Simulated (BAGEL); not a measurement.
**singlet SiH2O2F+: a chain of runs**

We compute the energy (singlet SiH2O2F+, HF/cc-pVDZ), then a single-point energy (doublet SiH2O2F, NEVPT2(3,3)/cc-pVDZ), then the energy (doublet SiH2O2F, CASPT2(3,3)/cc-pVDZ) of FH2O2Si. 

The results are computed with BAGEL 1.2.2.

## 1. The molecule

The species is SiH2O2F+ (6 atoms), meant as a singlet with charge +1. SMILES of the parent species: `O[Si](O)F`. The O1–H5 distance was set to 1.823 Å, away from the relaxed value. That shape belongs to the parent species and isn't relaxed for this state. At this shape a bond of the SMILES string is far longer than usual.

Bond lengths: O1–Si2 1.630 Å, Si2–O3 1.639 Å, Si2–F4 1.594 Å, O3–H6 0.959 Å. Angles: O1–Si2–O3 107.8°, O1–Si2–F4 105.4°, O3–Si2–F4 111.3°, Si2–O3–H6 117.8°.

## 2. A single-point energy at HF/cc-pVDZ (density fitting with svp-jkfit) (run 1)

input.json reads:

```json
{ "bagel": [

{
  "title": "molecule",
  "basis": "cc-pvdz.json",
  "df_basis": "svp-jkfit",
  "angstrom": false,
  "geometry": [
    { "atom": "O", "xyz": [    -1.39732019,     0.88416506,    -2.38664662 ] },
    { "atom": "Si", "xyz": [     1.00300994,    -1.01652148,    -2.04687386 ] },
    { "atom": "O", "xyz": [     0.93384596,    -2.12560174,     0.84421814 ] },
    { "atom": "F", "xyz": [     0.58065615,    -3.20879275,    -4.06850287 ] },
    { "atom": "H", "xyz": [    -1.98723599,     3.13467770,     0.15325679 ] },
    { "atom": "H", "xyz": [     2.34358165,    -3.11940871,     1.40187632 ] }
  ]
},

{
  "title": "hf",
  "charge": 1
},

{
  "title": "print",
  "file": "orbitals.molden",
  "orbitals": true
}

]}
```

The basis set cc-pVDZ is read from a file made from the Basis Set Exchange's data (not shown).

On the command line:

```console
BAGEL_NUM_THREADS=1 BAGEL input.json > input.out
```

Output:

```text
* using 1 threads per process

  ===============================================================
  ===============================================================

  *** Geometry ***

  { "atom" : "O", "xyz" : [     -1.397320,      0.884165,     -2.386647 ] },
  { "atom" : "Si", "xyz" : [      1.003010,     -1.016521,     -2.046874 ] },
  { "atom" : "O", "xyz" : [      0.933846,     -2.125602,      0.844218 ] },
  { "atom" : "F", "xyz" : [      0.580656,     -3.208793,     -4.068503 ] },
  { "atom" : "H", "xyz" : [     -1.987236,      3.134678,      0.153257 ] },
  { "atom" : "H", "xyz" : [      2.343582,     -3.119409,      1.401876 ] },

  Number of auxiliary basis functions:      395

  Since a DF basis is specified, we compute 2- and 3-index integrals:
    o Being stored without compression. Storage requirement is 0.015 GB

  Number of basis functions:       70
  Number of electrons      :       41

    * METHOD: MOLECULE                             0.11

  *** RHF ***

  === Nuclear Repulsion ===
   174.1771656298

      * DIIS with orbital gradients will be used.

  === RHF iteration (cc-pvdz.json) ===
      0       -538.47407281          0.02500166           0.03
      1       -538.57290495          0.02505723           0.03
      2       -538.85898193          0.00311633           0.03
[... 17 lines of this table left out ...]
     20       -538.86506072          0.00000001           0.03
    * SCF iteration converged.

    * Permanent dipole moment:
           (   -1.377221,    -1.826456,    -1.488948) a.u.

    * METHOD: HF                                   0.64

    * METHOD: PRINT                                0.01

  ===============================================================
```

Run time: 0.92 s. Hardware: 1 thread of Arm Neoverse V2, shared host; peak memory 0.14 GiB.

## 3. Doublet neutral SiH2O2F: a single-point energy at NEVPT2(3,3)/cc-pVDZ (density fitting with svp-jkfit) (run 2)

input.json reads:

```json
{ "bagel" : [

{
  "title" : "molecule",
  "basis" : "cc-pvdz.json",
  "df_basis" : "svp-jkfit",
  "angstrom" : false,
  "geometry" : [
    { "atom" : "O", "xyz" : [ -1.39732019,  0.88416506, -2.38664662 ] },
    { "atom" : "Si", "xyz" : [  1.00300994, -1.01652148, -2.04687386 ] },
    { "atom" : "O", "xyz" : [  0.93384596, -2.12560174,  0.84421814 ] },
    { "atom" : "F", "xyz" : [  0.58065615, -3.20879275, -4.06850287 ] },
    { "atom" : "H", "xyz" : [ -1.98723599,  3.13467770,  0.15325679 ] },
    { "atom" : "H", "xyz" : [  2.34358165, -3.11940871,  1.40187632 ] }
  ]
},
{ "title" : "hf", "charge" : 1 },
{
  "title" : "casscf",
  "nstate" : 1,
  "nact" : 3,
  "nclosed" : 19,
  "charge" : 0,
  "nspin" : 1,
  "active" : [20, 21, 22],
  "maxiter" : 200,
  "natocc" : true
},
{
  "title" : "nevpt2",
  "nstate" : 1,
  "nact" : 3,
  "nclosed" : 19,
  "charge" : 0,
  "nspin" : 1,
  "active" : [20, 21, 22],
  "maxiter" : 200,
  "natocc" : true,
  "ncore" : 8
},
{ "title" : "print", "file" : "orbitals.molden", "orbitals" : true }

]}
```

The basis set cc-pVDZ is read from a file made from the Basis Set Exchange's data (not shown).

On the command line:

```console
BAGEL_NUM_THREADS=1 BAGEL input.json > input.out
```

Output:

```text
* using 1 threads per process

  ===============================================================
  ===============================================================

  *** Geometry ***

[... 30 lines left out ...]
    * SCF iteration converged.
[... 1 line left out ...]
    * Permanent dipole moment:
[... 28 lines left out ...]
    * Second-order optimization converged. *
[... 11 lines left out ...]
     * ci vector, state   0, <S^2> = 0.7500
[... 3 lines left out ...]
    * METHOD: CASSCF                               2.20

    * freezing 8 orbitals

  === DF-NEVPT2 calculation ===

    * 3-index integral transformation done
    * assembly done

      NEVPT2 correlation energy:   -0.5984752408      0.10

          (+0)     -0.4911528285
          (+0)'    -0.0222982240
          (+1)     -0.0261380265
          (+1)'    -0.0006430996
          (+2)     -0.0004713910
          (-1)     -0.0545051055
          (-1)'    -0.0006306024
          (-2)     -0.0026359633

      NEVPT2 total energy:       -539.8504677129

    * METHOD: NEVPT2                               0.15

    * METHOD: PRINT                                0.01

  ===============================================================
```

Wall time 3.3 s (1 thread of Arm Neoverse V2, shared host); peak memory 0.14 GiB.

## 4. Doublet neutral SiH2O2F: a single-point energy at CASPT2(3,3)/cc-pVDZ (density fitting with svp-jkfit) (run 3)

calc.json reads:

```json
{ "bagel" : [

{
  "title" : "molecule",
  "basis" : "cc-pvdz.json",
  "df_basis" : "svp-jkfit",
  "angstrom" : "false",
  "geometry" : [
    { "atom" : "O", "xyz" : [ -1.39732019,  0.88416506, -2.38664662 ] },
    { "atom" : "Si", "xyz" : [  1.00300994, -1.01652148, -2.04687386 ] },
    { "atom" : "O", "xyz" : [  0.93384596, -2.12560174,  0.84421814 ] },
    { "atom" : "F", "xyz" : [  0.58065615, -3.20879275, -4.06850287 ] },
    { "atom" : "H", "xyz" : [ -1.98723599,  3.13467770,  0.15325679 ] },
    { "atom" : "H", "xyz" : [  2.34358165, -3.11940871,  1.40187632 ] }
  ]
},
{ "title" : "hf", "charge" : 1 },
{ "title" : "casscf", "nstate" : 1, "nact" : 3, "nclosed" : 19, "nspin" : 1, "active" : [20, 21, 22], "maxiter" : 200, "natocc" : "true" },
{ "title" : "print", "file" : "orbitals.molden", "orbitals" : "true" },
{ "title" : "smith", "method" : "caspt2", "ms" : "true", "xms" : "true", "sssr" : "true", "shift" : 0.2, "shift_imag" : "true", "ncore" : 8 }

]}
```

The basis set cc-pVDZ is read from a file made from the Basis Set Exchange's data (not shown).

On the command line:

```console
BAGEL_NUM_THREADS=1 BAGEL calc.json > calc.out
```

Output:

```text
* using 1 threads per process

  ===============================================================
  ===============================================================

  *** Geometry ***

[... 32 lines left out ...]
    * Permanent dipole moment:
[... 40 lines left out ...]
     * ci vector, state   0, <S^2> = 0.7500
[... 21 lines left out ...]
       #      aibj      arbs      arbi      airj      risj      airs      arst      rist         Etot      error   time
[... 8 lines left out ...]
      ------------------------------------------------------------------------------------------------------------------

    * CASPT2 energy : state  0     -539.8592979533
        w/o shift correction       -539.8571290520
        reference weight              0.8636141453

    * METHOD: SMITH                                0.35

  ===============================================================
```

It took 3.6 s on 1 thread of Arm Neoverse V2, shared host; peak memory 0.14 GiB.

## 5. Results

| quantity | value |
| --- | --- |
| run 1, HF/cc-pVDZ: total energy | -538.86506 Eh |
| run 1, HF/cc-pVDZ: HOMO energy | -19.30 eV |
| run 1, HF/cc-pVDZ: LUMO energy | -7.33 eV |
| run 1, HF/cc-pVDZ: HOMO–LUMO gap | 11.97 eV |
| doublet neutral SiH2O2F, run 2: total energy | -539.85047 Eh |
| doublet neutral SiH2O2F, run 3: total energy | -539.85930 Eh |
